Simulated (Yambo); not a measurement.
Input of a Yambo 5.3.0 run:

bse5.in

```
optics
bse
bss
rim_cut
em1s
RandQpts= 1000000
RandGvec= 50 RL
Chimod= "HARTREE"
% BndsRnXs
 1 | 33 |
%
NGsBlkXs= 3 Ry
% LongDrXs
 1 | 0 | 0 |
%
BSKmod= "SEX"
BSEmod= "retarded"
BSSmod= "h"
% BSEQptR
 1 | 1 |
%
% BSEBands
 6 | 11 |
%
BSENGexx= 20 Ry
BSENGBlk= 3 Ry
% BEnRange
 0 | 20 | eV
%
% BDmRange
 0.1 | 0.1 | eV
%
BEnSteps= 200
% BLongDir
 1 | 0 | 0 |
%
BSEprop= "abs"
BSHayTrs= -0.02
```

scf.in

```
&CONTROL
  calculation = 'scf'
  prefix = 'pwscf'
  outdir = './tmp'
  pseudo_dir = './pseudo'
/
&SYSTEM
  ibrav = 0
  nat = 2
  ntyp = 2
  ecutwfc = 84
  nbnd = 14
  occupations = 'smearing'
  smearing = 'fd'
  degauss = 0.00367493
  force_symmorphic = .true.
/
&ELECTRONS
  conv_thr = 4d-10
  electron_maxstep = 120
  mixing_beta = 0.5
/
ATOMIC_SPECIES
Mg    24.3050 Mg.upf
O     15.9990 O.upf
CELL_PARAMETERS angstrom
   0.0000000000    2.0970013927    2.0970013927
   2.0970013927    0.0000000000    2.0970013927
   2.0970013927    2.0970013927    0.0000000000
ATOMIC_POSITIONS crystal
Mg     0.0000000000    0.0000000000    0.0000000000
O      0.5000000000    0.5000000000    0.5000000000
K_POINTS automatic
12 12 12 0 0 0
```

The input nscf.in:

```
&CONTROL
  calculation = 'nscf'
  prefix = 'pwscf'
  outdir = './tmp'
  pseudo_dir = './pseudo'
/
&SYSTEM
  ibrav = 0
  nat = 2
  ntyp = 2
  ecutwfc = 84
  nbnd = 38
  occupations = 'fixed'
  force_symmorphic = .true.
/
&ELECTRONS
  conv_thr = 1d-08
  diago_full_acc = .true.
  diago_thr_init = 1d-06
/
ATOMIC_SPECIES
Mg    24.3050 Mg.upf
O     15.9990 O.upf
CELL_PARAMETERS angstrom
   0.0000000000    2.0970013927    2.0970013927
   2.0970013927    0.0000000000    2.0970013927
   2.0970013927    2.0970013927    0.0000000000
ATOMIC_POSITIONS crystal
Mg     0.0000000000    0.0000000000    0.0000000000
O      0.5000000000    0.5000000000    0.5000000000
K_POINTS automatic
12 12 12 0 0 0
```

Potentials or basis: PseudoDojo 0.4.1 SR PBE standard.

Run with:

```bash
$ OMP_NUM_THREADS=1 pw.x -in scf.in > scf.out
$ OMP_NUM_THREADS=1 pw.x -in nscf.in > nscf.out
$ cd tmp/pwscf.save; p2y; mv SAVE ../..; cd ../..
$ OMP_NUM_THREADS=1 yambo
$ mkdir -p bse5; ln -s $PWD/bse4/ndb.RIM bse5/
$ OMP_NUM_THREADS=1 yambo -F bse5.in -J bse5 -C bse5_out
```

Question: Estimate the band gap on the k mesh, mean-field level.

Answer: 4.89 eV, direct.

Dielectric function (along the field direction of the input):
```
energy (eV)  real part  imaginary part
       0.30       3.47            0.00
       0.90       3.51            0.01
       1.61       3.62            0.02
       2.31       3.80            0.03
       3.02       4.14            0.07
       3.62       4.70            0.14
       4.32       7.19            1.91
       5.03       3.12            1.45
       5.73       3.53            2.88
       6.33       5.64            1.97
       7.04       3.24            3.11
       7.74       0.23            3.33
       8.44       1.45            2.90
       9.05       3.68            4.01
       9.75      -0.85            8.30
      10.45      -0.03            2.03
      11.16      -0.07            1.86
      11.76       0.37            1.64
      12.46       0.74            2.16
      13.17       0.55            2.88
      13.87      -0.56            1.84
      14.47      -0.93            1.45
      15.18      -0.78            0.94
      15.88      -0.75            1.02
      16.58      -0.60            0.32
      17.19      -0.34            0.14
      17.89      -0.06            0.11
      18.59       0.04            0.04
      19.30       0.18            0.03
      20.00       0.27            0.01
```

Caveat: the transitions start from uncorrected Kohn-Sham levels, so peaks lie too low; exciton energies and binding change strongly with the k mesh and aren't converged on this one; spectra need much finer meshes, so this one isn't converged.

**Experimental background.**

From “Electronic structure of alkaline earth and post-transition metal oxides”, 2009, arxiv:0908.1581, for a bulk crystal of MgO: band gap 7.83 eV.

Measured gap of MgO: 7.83 eV (quoted in “Electronic structure of alkaline earth and post-transition metal oxides”, 2009, arxiv:0908.1581). This calculation gives 4.89 eV (-2.94 eV). The value is that of PBE on a finite k mesh, which can miss the band edges, without temperature or zero-point motion. Semilocal functionals fall short of measured gaps as a rule. The cell is a database's relaxed one, not the measured one, which moves gaps too.
